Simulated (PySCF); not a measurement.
# InSi2H7 (SMILES [SiH3][SiH2][InH2]) at 6 levels

Wanted: a comparison of 6 runs (PBE/def2-SVP, TPSS/def2-SVP, r2SCAN/def2-SVP, wB97M-V/def2-SVP, wB97X/def2-SVP, CCSD(T)/def2-SVP) of InSi2H7. 

Program for the calculation: PySCF 2.14.0.

## Step 1: Starting point

InSi2H7 has 10 atoms, charge 0, and is taken as a singlet. SMILES: `[SiH3][SiH2][InH2]`. The shape is that of a PBE0-D4/def2-TZVP optimisation.

Bond lengths: Si1–Si2 2.339 Å, Si2–In3 2.571 Å, Si1–H4 1.488 Å, Si1–H5 1.489 Å, Si1–H6 1.489 Å, Si2–H7 1.491 Å, Si2–H8 1.492 Å, In3–H9 1.728 Å, In3–H10 1.728 Å. Some angles: Si1–Si2–In3 110.2°, Si1–Si2–H7 108.2°, Si1–Si2–H8 107.8°, In3–Si2–H7 111.9°, In3–Si2–H8 111.1°, Si2–Si1–H4 112.1°, Si2–Si1–H5 109.8°, Si2–Si1–H6 109.8°, Si2–In3–H9 121.0°, Si2–In3–H10 120.2°.

## Step 2: The energy at PBE/def2-SVP (core potential) (run 1)

The input, geometry.xyz:

```xyz
10

Si    -1.450900     0.732300    -0.821600
Si     0.023100    -0.982700    -0.222400
In     1.884800    -0.062700     1.293100
H     -2.541100     0.248700    -1.711500
H     -0.707700     1.812100    -1.527500
H     -2.065700     1.320500     0.400500
H     -0.761300    -2.056900     0.451800
H      0.588700    -1.557900    -1.477300
H      1.761400    -0.160900     3.013900
H      3.268800     0.707500     0.601100
```

The input, job.py:

```python
# [SiH3][SiH2][InH2]
from pyscf import gto, dft

system = gto.M(
    atom='geometry.xyz',
    ecp={'In': 'def2-svp'},
    max_memory=1860,
    basis='def2-svp',
    charge=0,
    verbose=4,
)

mf = dft.RKS(system)
mf.xc = 'pbe'
mf.conv_tol = 1e-10
mf.grids.level = 5
mf.kernel()
if not mf.converged:
    mf = mf.newton().run(mf.mo_coeff, mf.mo_occ)

e_final = mf.e_tot
print('E = %.10f Eh' % e_final)
```

The run is started by

```bash
$ OMP_NUM_THREADS=1 python job.py
```

The program printed:

```text
PySCF version 2.14.0

[... 87 lines left out ...]
converged SCF energy = -772.782420178195
E = -772.7824201782 Eh
```

It took 29 s on 1 thread of Intel Xeon at 2.70GHz, shared host; peak memory 0.51 GiB.

## Step 3: The energy at TPSS/def2-SVP (core potential) (run 2)

The input, calc.py:

```python
from pyscf import gto, dft

system = gto.Mole()
system.atom = [
    ('Si', (-1.450900, 0.732300, -0.821600)),
    ('Si', (0.023100, -0.982700, -0.222400)),
    ('In', (1.884800, -0.062700, 1.293100)),
    ('H', (-2.541100, 0.248700, -1.711500)),
    ('H', (-0.707700, 1.812100, -1.527500)),
    ('H', (-2.065700, 1.320500, 0.400500)),
    ('H', (-0.761300, -2.056900, 0.451800)),
    ('H', (0.588700, -1.557900, -1.477300)),
    ('H', (1.761400, -0.160900, 3.013900)),
    ('H', (3.268800, 0.707500, 0.601100)),
]
system.ecp = {'In': 'def2-svp'}
system.verbose = 3
system.basis = 'def2-svp'
system.spin = 0
system.max_memory = 1860
system.build()

mf = dft.RKS(system)
mf.xc = 'tpss'
mf.conv_tol = 1e-10
mf.grids.level = 5
mf.kernel()
if not mf.converged:
    mf = mf.newton().run(mf.mo_coeff, mf.mo_occ)

e_tot = mf.e_tot
print('Final energy', e_tot)
```

The run is started by

```bash
$ OMP_NUM_THREADS=1 python calc.py
```

The program printed:

```text
converged SCF energy = -773.089137494278
Final energy -773.0891374942776
```

Run time: 50 s. Hardware: 1 thread of Intel Xeon at 2.70GHz, shared host; peak memory 0.56 GiB.

Runs 3 to 5 aren't shown in full; the table further down has their settings and results.

## Step 4: The energy at CCSD(T)/def2-SVP (core potential) (run 6)

The input, run.py:

```python
from pyscf import gto, cc

mol = gto.Mole()
mol.atom = '''
Si    -2.741804     1.383846    -1.552599
Si     0.043653    -1.857034    -0.420275
In     3.561756    -0.118486     2.443605
H     -4.801983     0.469975    -3.234266
H     -1.337359     3.424373    -2.886557
H     -3.903607     2.495383     0.756835
H     -1.438648    -3.886978     0.853778
H      1.112482    -2.944004    -2.791692
H      3.328564    -0.304057     5.695446
H      6.177137     1.336981     1.135914
'''
mol.basis = 'def2-svp'
mol.max_memory = 1860
mol.charge = 0
mol.verbose = 3
mol.unit = 'bohr'
mol.ecp = {'In': 'def2-svp'}
mol.build()

mf = mol.RHF()
mf.conv_tol = 1e-10
mf.kernel()
if not mf.converged:
    mf = mf.newton().run(mf.mo_coeff, mf.mo_occ)

mycc = cc.CCSD(mf, frozen=14)
mycc.kernel()
e_t = mycc.ccsd_t()
energy = mycc.e_tot + e_t
print('E = %.10f Eh' % energy)
```

The run is started by

```bash
$ OMP_NUM_THREADS=1 python run.py
```

The program printed:

```text
converged SCF energy = -770.929765996008
E(CCSD) = -771.2906415674966  E_corr = -0.3608755714882469
CCSD(T) correction = -0.0100361221947626
E = -771.3006776897 Eh
```

Run time: 31 s. Hardware: 1 thread of Intel Xeon at 2.70GHz, shared host; peak memory 0.54 GiB.

## Step 5: Overview of the runs

| run | level | nlc grid | integration grid | energy (Eh) | dipole moment (D) of the reference | HOMO energy (eV) | LUMO energy (eV) | wall time |
| --- | --- | --- | --- | --- | --- | --- | --- | --- |
| 1 | PBE/def2-SVP (core potential) | – | 5 | -772.782420 | 0.23 | -6.27 | -2.88 | 29 s |
| 2 | TPSS/def2-SVP (core potential) | – | 5 | -773.089137 | 0.25 | -6.41 | -2.74 | 50 s |
| 3 | r2SCAN/def2-SVP (core potential) | – | 5 | -773.115401 | 0.27 | -6.53 | -2.67 | 47 s |
| 4 | wB97M-V/def2-SVP (core potential) | 1 | 5 | -772.975247 | 0.34 | -9.18 | -0.59 | 2.4 min |
| 5 | wB97X/def2-SVP (core potential) | – | 5 | -773.132222 | 0.32 | -9.40 | -0.42 | 38 s |
| 6 | CCSD(T)/def2-SVP (core potential) | – | – | -771.300678 | 0.37 | -9.52 | 0.38 | 31 s |

## Step 6: Outcome

```
                                           quantity          value
                                run 6: total energy  -771.30068 Eh
        run 6: dipole moment (Hartree–Fock density)         0.37 D
         run 6: HOMO energy (Hartree–Fock orbitals)       -9.52 eV
         run 6: LUMO energy (Hartree–Fock orbitals)        0.38 eV
       run 6: HOMO–LUMO gap (Hartree–Fock orbitals)        9.90 eV
run 6: correlation energy (14 core orbitals frozen)     -370.9 mEh
                              run 6: (T) correction     -10.04 mEh
                               run 6: T1 diagnostic          0.011
```

**Reading.** Over runs 1, 2, 3, 4, 5 the dipole moment (its size) runs from 0.23 D (PBE/def2-SVP) to 0.34 D (wB97M-V/def2-SVP). Over runs 1, 2, 3, 4, 5 the HOMO–LUMO gap runs from 3.39 eV (PBE/def2-SVP) to 8.99 eV (wB97X/def2-SVP). Totals of different functionals can't be ranked against each other. All runs together took 5.6 min, the longest 2.4 min.
